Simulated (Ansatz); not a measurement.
# Mg3Zr, space group Pm-3m: Fermi-surface readings

Program: Ansatz's Python interface.

Contents of `mg3zr.vasp`:
```text
Mg3Zr
1.0
   4.44220523    0.00000000    0.00000000
   0.00000000    4.44220523    0.00000000
   0.00000000    0.00000000    4.44220523
Mg Zr
3 1
Direct
   0.50000000    0.50000000    0.00000000
   0.50000000    0.00000000    0.50000000
   0.00000000    0.50000000    0.50000000
   0.00000000    0.00000000    0.00000000
```

Script `fermi_mg3zr.py`:
```python
'''Fermi surface readings for Mg3Zr.'''

import warnings

import ansatz
from ase.io import read

SMEARING = 'Fermi-Dirac'
SMEARING_WIDTH = 0.15
SCF_TOL = 1e-10


def main() -> None:
    warnings.simplefilter('ignore', ansatz.DeckWarning)

    atoms = read('mg3zr.vasp', format='vasp')
    crystal = ansatz.Crystal.from_ase(atoms)

    calculation = crystal.calculation()
    calculation = calculation.functional(ansatz.Functional.LDA).pseudopotentials('paw')
    calculation = calculation.kpoints(5)
    calculation = calculation.occupations(SMEARING, width=SMEARING_WIDTH)
    calculation = calculation.scf(tolerance=SCF_TOL).eigenstates(nscf_kmesh=(8, 8, 8), level_slopes=True)
    surface = calculation.run().fermi_surface().to_plain()
    for way, reading in surface.items():
        if reading:
            rho_lambda = [f'{v:.3e}' for v in reading['resistivity_times_mean_free_path_ohm_m2']]
            print(f'{way:24s} area {reading["spin_summed_area_per_ang2"]:8.3f} 1/A^2  rho*lambda (ohm m^2) {rho_lambda}')


if __name__ == '__main__':
    main()
```

```console
$ python fermi_mg3zr.py
by_tetrahedra            area   24.961 1/A^2  rho*lambda (ohm m^2) ['1.225e-15', '1.225e-15', '1.225e-15']
by_slopes                area   22.374 1/A^2  rho*lambda (ohm m^2) ['1.366e-15', '1.366e-15', '1.366e-15']
on_every_second_point    area   18.302 1/A^2  rho*lambda (ohm m^2) ['1.670e-15', '1.670e-15', '1.670e-15']
```

Caveats:
- Spin is left out of this run.
- The mesh is modest for a metal, so energies can be off by several to tens of meV an atom and pressures by half a GPa or more; differences at equal mesh fare better.
- The structure comes from a database of computed cells and needn't be a stable or known phase.
- The three readings differ by the mesh error.
- The script silences the warnings on its input, which a real study should read.
- The whole script took 4.7 s on 1 thread of Arm Neoverse V2, with other jobs on the host, peak memory 0.42 GiB.
